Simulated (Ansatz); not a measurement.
# Ga2ReSb3: the cost of one run

Computed with Ansatz 0.2.0 (DFT PBE, scalar-relativistic, plane waves, PAW, unless a step's input says otherwise).

### 1 The starting structure

Symmetry: P6/mmm, No. 191, hexagonal system. The conventional cell has a = 5.914 Å, b = 5.914 Å, c = 4.886 Å, α = 90.00°, β = 90.00°, γ = 120.00°. Ga (site symmetry -6m2) is surrounded by 6 Sb at 2.98 Å and 3 Ga at 3.41 Å and 3 Re at 3.41 Å. Re (site symmetry 6/mmm) is surrounded by 6 Ga at 3.41 Å and 12 Sb at 3.84 Å. Around Sb (site symmetry mmm) lie 4 Sb at 2.96 Å and 4 Ga at 2.98 Å.

As a file:

```cif
data_structure
_symmetry_space_group_name_H-M 'P 1'
_symmetry_Int_Tables_number 1
_cell_length_a 5.9138
_cell_length_b 5.9138
_cell_length_c 4.8862
_cell_angle_alpha 90.000
_cell_angle_beta 90.000
_cell_angle_gamma 120.000
_cell_volume 147.99
loop_
_atom_site_label
_atom_site_type_symbol
_atom_site_fract_x
_atom_site_fract_y
_atom_site_fract_z
_atom_site_occupancy
Ga1 Ga 0.66667 0.33333 0.00000 1
Ga2 Ga 0.33333 0.66667 0.00000 1
Re1 Re 0.00000 0.00000 0.00000 1
Sb1 Sb 0.50000 0.50000 0.50000 1
Sb2 Sb 0.50000 0.00000 0.50000 1
Sb3 Sb 0.00000 0.50000 0.50000 1
```

Recipe of the guess: species swapped into a database cell of EuCu3Pd2 (P6/mmm, No. 191), with Re on the Eu sites, Sb on the Cu sites and Ga on the Pd sites. Its size is a rough estimate.

### 2 Probe: one point on a coarse mesh

The input, input.yaml:

```yaml
crystal:
  lattice:
    - [5.91381109, 0.0, 0.0]
    - [-2.95690554, 5.12151063, 0.0]
    - [0.0, 0.0, 4.88620812]
  atoms:
    - { symbol: Ga, position: [0.66666667, 0.33333333, 0.0] }
    - { symbol: Ga, position: [0.33333333, 0.66666667, 0.0] }
    - { symbol: Re, position: [0.0, 0.0, 0.0] }
    - { symbol: Sb, position: [0.5, 0.5, 0.5] }
    - { symbol: Sb, position: [0.5, 0.0, 0.5] }
    - { symbol: Sb, position: [0.0, 0.5, 0.5] }
basis:
  ecutwfc: 420
kpoints:
  mp_grid: { grid: [3, 3, 4] }
hamiltonian:
  xc: pbe
scf:
  occupations: { method: gaussian, width: 0.1 }
  lower_state_search: "off"
output:
  forces: true
  stress: true
  eigenvalues: true
```

Command:

```
$ ansatz run input.yaml --threads 1 --pin off --max-ram 2048MiB --backend cpu --events-out ev --progress --plain --runs-dir out
```

What time and memory should one allow on 1 thread of Arm Neoverse N1, shared host?

About 8.2 s, with a peak of 0.42 GiB.
